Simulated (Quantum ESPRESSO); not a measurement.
# TaF3 (Pm-3m) in Quantum ESPRESSO: reference runs

Aim: a first look at TaF3 with PBEsol, on the cell as given and on a disturbed one.

Everything below comes from runs of Quantum ESPRESSO 7.5. Logs are shortened: lines on timing, memory, paths and dates and some standing lists are left out, and cuts for length are marked.

## (1) The structure

It takes space group Pm-3m (No. 221, cubic). Conventional cell: a = 3.901 Å, b = 3.901 Å, c = 3.901 Å, α = 90.00°, β = 90.00°, γ = 90.00°. Ta (site symmetry m-3m) has 6 F at 1.95 Å as nearest neighbours. F (site symmetry 4/mmm) is surrounded by 2 Ta at 1.95 Å.

## (2) Single point, PBEsol

Contents of pw.in:

```
&CONTROL
  calculation = 'scf'
  prefix = 'pwscf'
  outdir = './tmp'
  pseudo_dir = './pseudo'
  tprnfor = .true.
  tstress = .true.
  disk_io = 'low'
/
&SYSTEM
  ibrav = 0
  nat = 4
  ntyp = 2
  ecutwfc = 56
  ecutrho = 448
  nbnd = 25
  occupations = 'smearing'
  smearing = 'fd'
  degauss = 0.00367493
/
&ELECTRONS
  conv_thr = 8d-10
  electron_maxstep = 120
  mixing_beta = 0.5
/
ATOMIC_SPECIES
Ta   180.9479 ta_pbesol_v1.uspp.F.UPF
F     18.9984 f_pbesol_v1.4.uspp.F.UPF
CELL_PARAMETERS angstrom
   3.9012000000    0.0000000000    0.0000000000
   0.0000000000    3.9012000000    0.0000000000
   0.0000000000    0.0000000000    3.9012000000
ATOMIC_POSITIONS crystal
Ta     0.0000000000    0.0000000000    0.0000000000
F      0.0000000000    0.0000000000    0.5000000000
F      0.0000000000    0.5000000000    0.0000000000
F      0.5000000000    0.0000000000    0.0000000000
K_POINTS automatic
7 7 7 0 0 0
```

Contents of pp_density.in:

```
&INPUTPP
  prefix = 'pwscf'
  outdir = './tmp'
  filplot = 'density.dat'
  plot_num = 0
/
&PLOT
  nfile = 1
  filepp(1) = 'density.dat'
  iflag = 3
  output_format = 6
  fileout = 'density.cube'
/
```

Contents of pp_potential.in:

```
&INPUTPP
  prefix = 'pwscf'
  outdir = './tmp'
  filplot = 'potential.dat'
  plot_num = 11
/
&PLOT
  nfile = 1
  filepp(1) = 'potential.dat'
  iflag = 3
  output_format = 6
  fileout = 'potential.cube'
/
```

Potentials or basis: GBRV 1.5 PBEsol.

Started as:

```console
$ OMP_NUM_THREADS=1 mpirun -n 2 pw.x -nk 2 -in pw.in > pw.out
$ OMP_NUM_THREADS=1 mpirun -n 1 pp.x -in pp_density.in > pp_density.out
$ OMP_NUM_THREADS=1 mpirun -n 1 pp.x -in pp_potential.in > pp_potential.out
```

pw.out:

```text
This program is part of the open-source Quantum ESPRESSO suite
     for quantum simulation of materials; please cite
[... 13 lines left out ...]
     --------------------
     sticks:   dense  smooth     PW     G-vecs:    dense   smooth      PW
     Sum        1933     973    293                64085    22743    3695

     Using Slab Decomposition

     bravais-lattice index     =            0
     lattice parameter (alat)  =       7.3722  a.u.
     unit-cell volume          =     400.6741 (a.u.)^3
     number of atoms/cell      =            4
     number of atomic types    =            2
     number of electrons       =        34.00
     number of Kohn-Sham states=           25
     kinetic-energy cutoff     =      56.0000  Ry
     charge density cutoff     =     448.0000  Ry
     scf convergence threshold =      8.0E-10
     mixing beta               =       0.5000
     number of iterations used =            8  plain     mixing
     Exchange-correlation= SLA  PW   PSX  PSC
                           (   1   4  10   8   0   0   0)

     celldm(1)=   7.372200  celldm(2)=   0.000000  celldm(3)=   0.000000
     celldm(4)=   0.000000  celldm(5)=   0.000000  celldm(6)=   0.000000

     crystal axes: (cart. coord. in units of alat)
               a(1) = (   1.000000   0.000000   0.000000 )
               a(2) = (   0.000000   1.000000   0.000000 )
               a(3) = (   0.000000   0.000000   1.000000 )

     reciprocal axes: (cart. coord. in units 2 pi/alat)
               b(1) = (  1.000000  0.000000  0.000000 )
               b(2) = (  0.000000  1.000000  0.000000 )
               b(3) = (  0.000000  0.000000  1.000000 )

     PseudoPot. # 1 for Ta read from file:
     ta_pbesol_v1.uspp.F.UPF
     Pseudo is Ultrasoft + core correction, Zval = 13.0
     Generated by new atomic code, or converted to UPF format
     Using radial grid of  921 points,  7 beta functions with:
                l(1) =   0
                l(2) =   0
                l(3) =   1
                l(4) =   1
                l(5) =   2
                l(6) =   2
                l(7) =   3
     Q(r) pseudized with  6 coefficients,  rinner =    1.300   1.300   1.300
                                                       1.300   1.300   1.300
                                                       1.300

     PseudoPot. # 2 for F  read from file:
     f_pbesol_v1.4.uspp.F.UPF
     Pseudo is Ultrasoft, Zval =  7.0
     Generated by new atomic code, or converted to UPF format
     Using radial grid of  799 points,  4 beta functions with:
                l(1) =   0
                l(2) =   0
                l(3) =   1
                l(4) =   1
     Q(r) pseudized with  8 coefficients,  rinner =    0.950   0.950   0.950

     atomic species   valence    mass     pseudopotential
     Ta               13.00   180.94790     Ta( 1.00)
     F                 7.00    18.99840     F ( 1.00)

     48 Sym. Ops., with inversion, found

   Cartesian axes

     site n.     atom                  positions (alat units)
         1        Ta     tau(   1) = (   0.0000000   0.0000000   0.0000000  )
         2        F      tau(   2) = (   0.0000000   0.0000000   0.5000000  )
         3        F      tau(   3) = (   0.0000000   0.5000000   0.0000000  )
         4        F      tau(   4) = (   0.5000000   0.0000000   0.0000000  )

     number of k points=    20  Fermi-Dirac smearing, width (Ry)=  0.0037
                       cart. coord. in units 2pi/alat
        k(    1) = (   0.0000000   0.0000000   0.0000000), wk =   0.0058309
        k(    2) = (   0.0000000   0.0000000   0.1428571), wk =   0.0349854
        k(    3) = (   0.0000000   0.0000000   0.2857143), wk =   0.0349854
        k(    4) = (   0.0000000   0.0000000   0.4285714), wk =   0.0349854
        k(    5) = (   0.0000000   0.1428571   0.1428571), wk =   0.0699708
        k(    6) = (   0.0000000   0.1428571   0.2857143), wk =   0.1399417
[... 12 lines left out ...]
        k(   19) = (   0.2857143   0.4285714   0.4285714), wk =   0.1399417
        k(   20) = (   0.4285714   0.4285714   0.4285714), wk =   0.0466472

     Dense  grid:    64085 G-vectors     FFT dimensions: (  50,  50,  50)

     Smooth grid:    22743 G-vectors     FFT dimensions: (  36,  36,  36)

     Initial potential from superposition of free atoms

     starting charge      33.9990, renormalised to      34.0000

     negative rho (up, down):  9.487E-02 0.000E+00
     Starting wfcs are   25 randomized atomic wfcs

     Self-consistent Calculation

     iteration #  1     ecut=    56.00 Ry     beta= 0.50
     Davidson diagonalization with overlap
     ethr =  1.00E-02,  avg # of iterations =  4.7

     Threshold (ethr) on eigenvalues was too large:
     Diagonalizing with lowered threshold

     Davidson diagonalization with overlap
     ethr =  9.21E-04,  avg # of iterations =  1.0

     negative rho (up, down):  9.692E-02 0.000E+00

     total energy              =    -287.38597306 Ry
     estimated scf accuracy    <       0.31346527 Ry

     iteration #  2     ecut=    56.00 Ry     beta= 0.50
     Davidson diagonalization with overlap
     ethr =  9.22E-04,  avg # of iterations =  2.0
[... 60 lines left out ...]
     iteration #  9     ecut=    56.00 Ry     beta= 0.50
     Davidson diagonalization with overlap
     ethr =  1.61E-11,  avg # of iterations =  2.5

     negative rho (up, down):  9.867E-02 0.000E+00

     End of self-consistent calculation

          k = 0.0000 0.0000 0.0000 (  2897 PWs)   bands (ev):

   -60.0846 -26.9365 -26.9365 -26.9365 -18.8848 -18.5701 -18.5701  -0.0866
    -0.0866  -0.0866   0.8409   0.8409   0.8409   0.8830   0.8830   0.8830
     8.7900   8.7900   8.7900   9.5673  12.6560  12.6560  18.6560  18.6560
    18.9634

          k = 0.0000 0.0000 0.1429 (  2857 PWs)   bands (ev):

   -60.0843 -27.0126 -26.9354 -26.9354 -18.8263 -18.5688 -18.4003  -0.4712
    -0.0788  -0.0788   0.5794   0.7198   0.7198   0.8144   0.8721   0.8721
     8.8064   9.0953   9.0953   9.8763  12.6807  13.1954  17.2137  18.8272
    19.0194
[... 120 lines left out ...]
          k = 0.4286 0.4286 0.4286 (  2848 PWs)   bands (ev):

   -60.0794 -27.2835 -27.2830 -27.2830 -17.4878 -17.4705 -17.4705  -2.4658
    -2.4658  -2.4354  -1.2233  -1.2037  -1.2037   1.4636   1.4636   1.4813
    11.6675  11.7121  11.7121  13.9006  16.3692  16.9979  16.9979  17.5476
    17.5476

     the Fermi energy is    10.0479 ev

!    total energy              =    -287.48136510 Ry
     estimated scf accuracy    <          1.2E-10 Ry
     smearing contrib. (-TS)   =      -0.00239591 Ry
     internal energy E=F+TS    =    -287.47896919 Ry

     The total energy is F=E-TS. E is the sum of the following terms:
     one-electron contribution =    -160.82570099 Ry
     hartree contribution      =      95.20817405 Ry
     xc contribution           =     -69.90864125 Ry
     ewald contribution        =    -151.95280100 Ry

     convergence has been achieved in   9 iterations

     negative rho (up, down):  9.867E-02 0.000E+00

     Forces acting on atoms (cartesian axes, Ry/au):

     atom    1 type  1   force =     0.00000000    0.00000000    0.00000000
     atom    2 type  2   force =     0.00000000    0.00000000    0.00000000
     atom    3 type  2   force =     0.00000000    0.00000000    0.00000000
     atom    4 type  2   force =     0.00000000    0.00000000    0.00000000

     Total force =     0.000000     Total SCF correction =     0.000000

     Computing stress (Cartesian axis) and pressure

     negative rho (up, down):  9.867E-02 0.000E+00
          total   stress  (Ry/bohr**3)                   (kbar)     P=      207.90
   0.00141328   0.00000000   0.00000000          207.90        0.00        0.00
   0.00000000   0.00141328   0.00000000            0.00      207.90        0.00
   0.00000000   0.00000000   0.00141328            0.00        0.00      207.90

=------------------------------------------------------------------------------=
   JOB DONE.
=------------------------------------------------------------------------------=
```

pp_density.out:

```text
This program is part of the open-source Quantum ESPRESSO suite
     for quantum simulation of materials; please cite
         "P. Giannozzi et al., J. Phys.:Condens. Matter 21 395502 (2009);
         "P. Giannozzi et al., J. Phys.:Condens. Matter 29 465901 (2017);
         "P. Giannozzi et al., J. Chem. Phys. 152 154105 (2020);
     in publications or presentations arising from this work. More details at

     IMPORTANT: XC functional enforced from input :
     Exchange-correlation= PBESOL
                           (   1   4  10   8   0   0   0)
     Any further DFT definition will be discarded
     Please, verify this is what you really want

     G-vector sticks info
     --------------------
     sticks:   dense  smooth     PW     G-vecs:    dense   smooth      PW
     Sum        1933     973    293                64085    22743    3695

     Using Slab Decomposition

     negative rho (up, down):  9.867E-02 0.000E+00

     Calling punch_plot, plot_num =   0
     Writing data to file  density.dat
     Reading data from file  density.dat

     Writing data to be plotted to file density.cube
     Plot Type: 3D                     Output format: Gaussian cube

=------------------------------------------------------------------------------=
   JOB DONE.
=------------------------------------------------------------------------------=
```

It took 19 s on 2 MPI ranks of Arm Neoverse V2, shared host; peak memory 0.54 GiB.

Results:

```
Free energy            : -3911.3832 eV
Pressure               : 20.8 GPa
Band gap on the k mesh : none (metal or under the smearing width)
```

Levels at points of the mesh, in eV from the Fermi level:
| k point | band 14 | band 15 | band 16 | band 17 | band 18 | band 19 | band 20 | band 21 |
| --- | --- | --- | --- | --- | --- | --- | --- | --- |
| (0.00, 0.00, 0.00) | -9.16 | -9.16 | -9.16 | -1.26 | -1.26 | -1.26 | -0.48 | 2.61 |

Caveat: so large a pressure means that the cell lies far from this level's equilibrium, or that cutoff or potentials fall short. The run has no spin-orbit coupling, so splittings on Ta are missing.

## (3) Single point, PBEsol (atoms moved at random, drawn with an rms of 0.05 Å)

pw.in: that of step 2 with these lines changed.

```diff
@@ -7,3 +7,3 @@
   tstress = .true.
-  disk_io = 'low'
+  disk_io = 'nowf'
 /
@@ -33,6 +33,6 @@
 ATOMIC_POSITIONS crystal
-Ta     0.0000000000    0.0000000000    0.0000000000
-F      0.0000000000    0.0000000000    0.5000000000
-F      0.0000000000    0.5000000000    0.0000000000
-F      0.5000000000    0.0000000000    0.0000000000
+Ta    -0.0116000000   -0.0071340000   -0.0014790000
+F     -0.0018470000   -0.0108360000    0.5063650000
+F     -0.0039340000    0.5067450000    0.0090980000
+F      0.4914150000   -0.0151710000    0.0077100000
 K_POINTS automatic
```

Potentials or basis: GBRV 1.5 PBEsol.

Started as:

```console
$ OMP_NUM_THREADS=1 mpirun -n 2 pw.x -nk 2 -in pw.in > pw.out
```

pw.out:

```text
This program is part of the open-source Quantum ESPRESSO suite
     for quantum simulation of materials; please cite
         "P. Giannozzi et al., J. Phys.:Condens. Matter 21 395502 (2009);
         "P. Giannozzi et al., J. Phys.:Condens. Matter 29 465901 (2017);
         "P. Giannozzi et al., J. Chem. Phys. 152 154105 (2020);
     in publications or presentations arising from this work. More details at

     K-points division:     npool     =       2
     Subspace diagonalization in iterative solution of the eigenvalue problem:
     a serial algorithm will be used

     G-vector sticks info
     --------------------
     sticks:   dense  smooth     PW     G-vecs:    dense   smooth      PW
     Sum        1933     973    293                64085    22743    3695

     Using Slab Decomposition

     bravais-lattice index     =            0
     lattice parameter (alat)  =       7.3722  a.u.
[... 163 lines left out ...]
     Davidson diagonalization with overlap
     ethr =  1.56E-11,  avg # of iterations =  2.1

     negative rho (up, down):  9.799E-02 0.000E+00

     End of self-consistent calculation

     Number of k-points >= 100: set verbosity='high' to print the bands.

     the Fermi energy is    10.0490 ev

!    total energy              =    -287.47529812 Ry
     estimated scf accuracy    <          6.9E-10 Ry
     smearing contrib. (-TS)   =      -0.00238736 Ry
     internal energy E=F+TS    =    -287.47291076 Ry

     The total energy is F=E-TS. E is the sum of the following terms:
     one-electron contribution =    -161.00128418 Ry
     hartree contribution      =      95.29097661 Ry
     xc contribution           =     -69.91193510 Ry
     ewald contribution        =    -151.85066809 Ry

     convergence has been achieved in   9 iterations

     negative rho (up, down):  9.799E-02 0.000E+00

     Forces acting on atoms (cartesian axes, Ry/au):

     atom    1 type  1   force =     0.02392927    0.06911057    0.05077718
     atom    2 type  2   force =    -0.00473621    0.00266480   -0.04155976
     atom    3 type  2   force =    -0.00377025   -0.07636892   -0.00481406
     atom    4 type  2   force =    -0.01542281    0.00459355   -0.00440336

     Total force =     0.125825     Total SCF correction =     0.000020

     Computing stress (Cartesian axis) and pressure

     negative rho (up, down):  9.799E-02 0.000E+00
          total   stress  (Ry/bohr**3)                   (kbar)     P=      213.57
   0.00141890  -0.00000429  -0.00001370          208.73       -0.63       -2.02
  -0.00000429   0.00149557  -0.00000954           -0.63      220.01       -1.40
  -0.00001370  -0.00000954   0.00144090           -2.02       -1.40      211.96

=------------------------------------------------------------------------------=
   JOB DONE.
=------------------------------------------------------------------------------=
```

Wall time 78 s (2 MPI ranks of Arm Neoverse V2, shared host); peak memory 0.7 GiB.

Results:

* Free energy: -3911.3007 eV
* Pressure: 21.4 GPa
* Largest force: 2.289 eV/Å
* Band gap on the k mesh: none (metal or under the smearing width)

Forces on the atoms (eV/Å):
```
Ta   0.615  1.777  1.306
F   -0.122  0.069 -1.069
F   -0.097 -1.964 -0.124
F   -0.397  0.118 -0.113
```

Levels at points of the mesh, in eV from the Fermi level:
```tsv
k point	band 14	band 15	band 16	band 17	band 18	band 19	band 20	band 21
(0.00, 0.00, 0.00)	-9.18	-9.18	-9.17	-1.24	-1.23	-1.22	-0.50	2.61
```

Spin-orbit coupling is left out, which matters for the levels of Ta.
